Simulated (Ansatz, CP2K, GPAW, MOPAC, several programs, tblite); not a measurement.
# What cheap methods get right for Ga3AsP2

How much accuracy does each second buy? Ga3AsP2 is computed with 10 methods, from the cheapest up to r2SCAN.

Method: no spin polarisation, static lattice; gaps from single points on the cell relaxed beforehand with r²SCAN, in MOPAC, tblite, CP2K, Ansatz, GPAW (versions at each run).

## 1. The starting structure

It takes space group Imm2 (No. 44, orthorhombic). Conventional cell: a = 3.904 Å, b = 11.712 Å, c = 5.522 Å, α = 90.00°, β = 90.00°, γ = 90.00°. P (site symmetry m) is surrounded by 4 Ga at 2.36 to 2.37 Å. Ga (site symmetry m) has 3 P at 2.36 to 2.37 Å and 1 As at 2.45 Å as nearest neighbours. Around As (site symmetry mm2) lie 4 Ga at 2.43 to 2.45 Å. Ga (site symmetry mm2) has 2 P at 2.36 Å and 2 As at 2.43 Å as nearest neighbours.

Coordinates:

```cif
data_structure
_symmetry_space_group_name_H-M 'P 1'
_symmetry_Int_Tables_number 1
_cell_length_a 6.7622
_cell_length_b 6.7622
_cell_length_c 6.7622
_cell_angle_alpha 146.444
_cell_angle_beta 60.001
_cell_angle_gamma 131.808
_cell_volume 126.24
loop_
_atom_site_label
_atom_site_type_symbol
_atom_site_fract_x
_atom_site_fract_y
_atom_site_fract_z
_atom_site_occupancy
P1 P 0.33291 0.00032 0.33259 1
Ga1 Ga 0.57338 0.74440 0.82898 1
P2 P 0.66773 0.00032 0.66741 1
Ga2 Ga 0.91542 0.74440 0.17102 1
As1 As 0.99922 0.99922 0.00000 1
Ga3 Ga 0.26134 0.76134 0.50000 1
```

The structure type (ordered alloy on zincblende lattice) is imposed and need not be the compound's stable one.

**Question.** The methods are PM6, PM7, GFN1-xTB (tblite), GFN2-xTB (tblite), PBE/DZVP, PBE/SZV, coarse PBE, GLLB-SC, PBE, r2SCAN. What gap does r2SCAN give on this cell, and which other methods (full PBE left aside) come nearest to r2SCAN and farthest in gap, volume and bulk modulus?

```
                                               quantity                                  value
                                                 r2SCAN  gap 1.75 eV, 21.04 Å³/atom, B₀ 82 GPa
         gap: nearest and farthest of the other methods     PBE/SZV (-0.13 eV), PM7 (+4.08 eV)
      volume: nearest and farthest of the other methods    PBE/DZVP (+4.3 %), PBE/SZV (+8.7 %)
bulk modulus: nearest and farthest of the other methods      PBE/DZVP (-22 %), PBE/SZV (-25 %)
```

In words: For the gap, of the 7 methods compared (full PBE left aside), PBE/SZV comes nearest to r2SCAN and PM7 is farthest. For the volume, of the 2 methods compared (full PBE left aside), PBE/DZVP comes nearest to r2SCAN and PBE/SZV is farthest. Among the 2 methods compared for the bulk modulus (full PBE left aside), PBE/DZVP is nearest to r2SCAN and PBE/SZV farthest. A minimal basis or a coarse cutoff and mesh shifts results by its own error, so closeness to r2SCAN can be chance. Cluster runs see only the k-points that fold onto the zone centre, so their gaps can miss the band edges. GLLB-SC is compared with its derivative discontinuity added. PM6 ended in an unphysical state and is left out of the comparison. No volume is given for PM7, GFN1-xTB (tblite), GFN2-xTB (tblite), coarse PBE, which can hide a larger miss. CPU times run from 5.8 s (coarse PBE) to 92 s (r2SCAN). r2SCAN is a yardstick, not the truth: it usually gives gaps below the measured ones.
